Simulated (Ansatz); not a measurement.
# LiBC3: the cost of one run

Method: DFT PBE, scalar-relativistic, plane waves, PAW, in Ansatz 0.2.0.

3 further runs of the same task are left out: 3 set aside as unsound or not needed. Runs told in other sessions of the task aren't counted.

## 1. The system as given

It takes space group Pm-3m (No. 221, cubic). Conventional cell: a = 3.396 Å, b = 3.396 Å, c = 3.396 Å, α = 90.00°, β = 90.00°, γ = 90.00°. Around Li (site symmetry m-3m) lie 12 C at 2.40 Å. B (site symmetry m-3m) has 6 C at 1.70 Å in its first shell of neighbours. C (site symmetry 4/mmm) is surrounded by 2 B at 1.70 Å and 4 Li at 2.40 Å and 8 C at 2.40 Å.

As a file:

```
CELL_PARAMETERS angstrom
3.39557 0.00000 0.00000
0.00000 3.39557 0.00000
0.00000 0.00000 3.39557
ATOMIC_POSITIONS crystal
Li 0.00000 0.00000 0.00000
B 0.50000 0.50000 0.50000
C 0.00000 0.50000 0.50000
C 0.50000 0.00000 0.50000
C 0.50000 0.50000 0.00000
```

This is candidate A: cubic perovskite type (Pm-3m, No. 221).

(A quick probe on a coarse mesh, which set the mesh and smearing, is not shown.)

## 3. Full relaxation (candidate A)

input.yaml

```yaml
crystal:
  lattice:
    - [3.3955695003, 0.0, 0.0]
    - [0.0, 3.3955695003, 0.0]
    - [0.0, 0.0, 3.3955695003]
  atoms:
    - { symbol: Li, position: [0.0, 0.0, 0.0] }
    - { symbol: B, position: [0.5, 0.5, 0.5] }
    - { symbol: C, position: [0.0, 0.5, 0.5] }
    - { symbol: C, position: [0.5, 0.0, 0.5] }
    - { symbol: C, position: [0.5, 0.5, 0.0] }
basis:
  ecutwfc: 420
kpoints:
  mp_grid: { grid: [12, 12, 12] }
hamiltonian:
  xc: pbe
scf:
  occupations: { method: gaussian, width: 0.1 }
output:
  forces: true
  stress: true
  eigenvalues: true
  write_density: true
  write_potential: true
  elf: true
  volumetric_format: npy
relax:
  adjacent_minimum: "off"
  f_tol: 0.01
  max_steps: 80
  cell: { stress_tol: 0.05 }
```

Command:

```console
ansatz run input.yaml --threads 1 --pin off --max-ram 2560MiB --backend cpu --events-out ev --progress --plain --runs-dir out
```

What time and memory should one allow on 1 thread of Arm Neoverse V1, shared host?

About 22 s, with a peak of 0.35 GiB.
